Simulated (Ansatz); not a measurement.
# CH12O13Si4: a ladder of functionals and wavefunction methods

An exercise on one series of results from a longer session: the logs are not shown, and one member is left open.

Program: Ansatz 0.2.0, Gaussian basis. Level of theory: functionals in def2-TZVPP, the program's frozen cores in correlated methods. These are calculated values, not measurements.

Levels to be run: LDA (SPW92), PBE-D4, revPBE-D4, BLYP-D4, r2SCAN-D4, B97M-V, PBE0-D4, B3LYP-D4, r2SCANh-D4, r2SCAN0-D4, HSE06-D4, BHLYP-D4, CAM-B3LYP-D4, LC-ωPBE, ωB97X-V, ωB97M-V, B2PLYP, PBE-QIDH; CCSD(T)/def2-SVP; MP2/def2-TZVPP; MP2/def2-QZVPP; RPA on PBE.

**The geometry**

All runs share one geometry, relaxed beforehand with PBE0-D4 in a triple-zeta def2 set.

SMILES `CO[Si](O[Si](O)(O)O)(O[Si](O)(O)O)O[Si](O)(O)O`, 30 atoms, charge 0, spin multiplicity 1.

Atoms are counted from 1 here; the program's logs count them from 0.

Bond lengths: C1–O2 1.410 Å, C1–H19 1.091 Å, C1–H20 1.095 Å, C1–H21 1.095 Å, O2–Si3 1.612 Å, Si3–O4 1.635 Å, Si3–O9 1.613 Å, Si3–O14 1.622 Å, O4–Si5 1.627 Å, Si5–O6 1.619 Å, Si5–O7 1.641 Å, Si5–O8 1.628 Å, O6–H22 0.958 Å, O7–H23 0.959 Å, O8–H24 0.981 Å, O9–Si10 1.637 Å, Si10–O11 1.641 Å, Si10–O12 1.615 Å and more. Angles: O2–C1–H19 108.1°, O2–C1–H20 111.2°, O2–C1–H21 111.3°, H19–C1–H20 108.6°, H19–C1–H21 108.7°, H20–C1–H21 108.9°, C1–O2–Si3 124.2°, O2–Si3–O4 110.0°, O2–Si3–O9 107.6°, O2–Si3–O14 110.0°, O4–Si3–O9 110.2°, O4–Si3–O14 107.9°, O9–Si3–O14 111.1°, Si3–O4–Si5 138.2°, O4–Si5–O6 109.5°, O4–Si5–O7 110.5°, O4–Si5–O8 110.1°, O6–Si5–O7 108.3° and more.

Set-up of the first run:

File in.yaml:

```yaml
crystal:
  periodic: [false, false, false]
  atoms:
    - {symbol: C, position_ang: [-1.910782, 2.773819, 1.670734]}
    - {symbol: O, position_ang: [-0.625681, 2.196378, 1.627903]}
    - {symbol: Si, position_ang: [-0.219236, 0.961122, 0.675146]}
    - {symbol: O, position_ang: [-1.072028, -0.370281, 1.090874]}
    - {symbol: Si, position_ang: [-0.954806, -1.984829, 0.928601]}
    - {symbol: O, position_ang: [-2.411896, -2.657054, 1.146313]}
    - {symbol: O, position_ang: [0.069274, -2.601607, 2.052529]}
    - {symbol: O, position_ang: [-0.342238, -2.356634, -0.533279]}
    - {symbol: O, position_ang: [1.359317, 0.694612, 0.870464]}
    - {symbol: Si, position_ang: [2.532646, -0.386789, 0.504083]}
    - {symbol: O, position_ang: [2.104201, -1.168535, -0.873212]}
    - {symbol: O, position_ang: [2.694630, -1.469866, 1.690844]}
    - {symbol: O, position_ang: [3.930245, 0.389435, 0.239477]}
    - {symbol: O, position_ang: [-0.565729, 1.314495, -0.870025]}
    - {symbol: Si, position_ang: [-0.479503, 0.759950, -2.398607]}
    - {symbol: O, position_ang: [1.107182, 0.543700, -2.790864]}
    - {symbol: O, position_ang: [-1.267265, -0.638140, -2.554594]}
    - {symbol: O, position_ang: [-1.052540, 1.873279, -3.428914]}
    - {symbol: H, position_ang: [-1.880068, 3.616819, 2.362009]}
    - {symbol: H, position_ang: [-2.656077, 2.055601, 2.027917]}
    - {symbol: H, position_ang: [-2.214621, 3.139778, 0.684802]}
    - {symbol: H, position_ang: [-3.180356, -2.193926, 0.811665]}
    - {symbol: H, position_ang: [-0.273317, -2.700839, 2.942967]}
    - {symbol: H, position_ang: [0.601712, -2.138654, -0.687507]}
    - {symbol: H, position_ang: [1.944381, -0.604596, -1.653897]}
    - {symbol: H, position_ang: [1.898768, -1.950530, 1.961213]}
    - {symbol: H, position_ang: [4.317111, 0.880723, 0.964846]}
    - {symbol: H, position_ang: [1.589482, 1.311520, -3.103521]}
    - {symbol: H, position_ang: [-1.053088, -1.356765, -1.935132]}
    - {symbol: H, position_ang: [-1.989708, 2.067815, -3.422816]}
basis:
  gaussian: {orbitals: def2-TZVPP}
hamiltonian: {xc: lda}
output: {orbitals: {seedname: orbitals}}
```

On the command line:

```
> ansatz run in.yaml --threads 11 --pin off --events-out ev --progress --plain --max-ram 120832MiB --backend cuda --devices 0, --max-vram 75GiB
```

Among the steps run: LDA; PBE-D4 (GGA); revPBE-D4 (GGA); BLYP-D4 (GGA); r2SCAN-D4 (meta-GGA); B97M-V (meta-GGA); PBE0-D4 (hybrid); B3LYP-D4 (hybrid); r2SCANh-D4 (hybrid); r2SCAN0-D4 (hybrid); HSE06-D4 (hybrid); BHLYP-D4 (hybrid); CAM-B3LYP-D4 (range-separated); LC-ωPBE (range-separated); ωB97X-V (range-separated); ωB97M-V (range-separated); B2PLYP (double hybrid); PBE-QIDH (double hybrid).

One table of the session follows, with a row left open; its other results are not shown here.

It belongs to the step «Orbital energies across the functionals». 

| functional | HOMO (eV) | gap (eV) |
| --- | --- | --- |
| LDA (SPW92) | -7.15 | 5.95 |
| PBE-D4 | -6.97 | 6.04 |
| revPBE-D4 | -6.90 | 6.11 |
| BLYP-D4 | -6.88 | 5.95 |
| r2SCAN-D4 | -7.34 | 6.94 |
| B97M-V | -7.45 | 6.71 |
| PBE0-D4 | -8.64 | 8.58 |
| B3LYP-D4 | -8.38 | 7.98 |
| r2SCANh-D4 | -7.96 | 7.84 |
| r2SCAN0-D4 | -8.90 | 9.18 |
| HSE06-D4 | -8.23 | 7.81 |
| BHLYP-D4 | -10.25 | 10.88 |
| CAM-B3LYP-D4 | ? | ? |
| LC-ωPBE | -11.49 | 13.58 |
| ωB97X-V | -11.15 | 12.96 |
| ωB97M-V | -11.07 | 12.46 |

Estimate the missing values for CAM-B3LYP-D4.

**Answer.** HOMO (eV): -10.13; gap (eV): 10.86. In the column «HOMO (eV)» it lies between BHLYP-D4 (-10.25) and r2SCAN0-D4 (-8.90).
